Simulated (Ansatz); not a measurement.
# C2H7GeIn: the cost of one run

Method: the settings change from run to run; program: Ansatz 0.2.0, Gaussian basis.

## Step 1: The geometry

The geometry comes from an earlier relaxation with PBE0-D4 in a triple-zeta def2 set; it is a stationary point, not always the lowest conformer. In takes a core potential in def2 sets; no spin-orbit term is included.

11 atoms, charge 0, spin multiplicity 1.

Atoms are counted from 1 here; the program's logs count them from 0.

Bond lengths: C1–C2 1.336 Å, C1–H5 1.092 Å, C1–H6 1.090 Å, C2–Ge3 1.941 Å, C2–In4 2.149 Å, Ge3–H7 1.541 Å, Ge3–H8 1.541 Å, Ge3–H9 1.543 Å, In4–H10 1.728 Å, In4–H11 1.723 Å. Angles: C2–C1–H5 122.7°, C2–C1–H6 122.6°, H5–C1–H6 114.7°, C1–C2–Ge3 119.5°, C1–C2–In4 117.4°, Ge3–C2–In4 123.1°, C2–Ge3–H7 110.2°, C2–Ge3–H8 110.2°, C2–Ge3–H9 110.2°, H7–Ge3–H8 107.5°, H7–Ge3–H9 109.3°, H8–Ge3–H9 109.3°, C2–In4–H10 115.0°, C2–In4–H11 121.6°, H10–In4–H11 123.4°.

Geometry (Å):

```xyz
11
C2H7GeIn
C    -0.7315    1.4431   -0.0329
C    -0.1455    0.2428   -0.0717
Ge    0.7361   -0.4414    1.5163
In   -0.2341   -0.8422   -1.9244
H    -0.7387    2.0676    0.8629
H    -1.2407    1.8768   -0.8940
H     2.2247   -0.7117    1.2245
H     0.0976   -1.7761    1.9468
H     0.6191    0.5754    2.6704
H    -1.0707   -0.0353   -3.2029
H     0.4837   -2.3991   -2.0951
```

## Step 2: PBE0-DH/def2-TZVP

File in.yaml:

```yaml
crystal:
  periodic: [false, false, false]
  atoms:
    - {symbol: C, position_ang: [-0.731452, 1.443081, -0.032862]}
    - {symbol: C, position_ang: [-0.145489, 0.242835, -0.071662]}
    - {symbol: Ge, position_ang: [0.736069, -0.441418, 1.516343]}
    - {symbol: In, position_ang: [-0.234118, -0.842227, -1.924375]}
    - {symbol: H, position_ang: [-0.738705, 2.067626, 0.862927]}
    - {symbol: H, position_ang: [-1.240680, 1.876774, -0.893989]}
    - {symbol: H, position_ang: [2.224688, -0.711699, 1.224518]}
    - {symbol: H, position_ang: [0.097579, -1.776056, 1.946760]}
    - {symbol: H, position_ang: [0.619133, 0.575440, 2.670366]}
    - {symbol: H, position_ang: [-1.070721, -0.035276, -3.202927]}
    - {symbol: H, position_ang: [0.483696, -2.399091, -2.095088]}
basis:
  gaussian: {orbitals: def2-TZVP}
hamiltonian: {xc: {name: PBE0-DH}}
```

Launch:

```sh
$ ansatz run in.yaml --threads 4 --pin off --events-out ev --progress --plain --max-ram 10444MiB
```

Q: Estimate wall time and peak memory on 4 threads of AMD EPYC 7B13, shared host.

About 4.4 s, with a peak of 0.6 GiB.
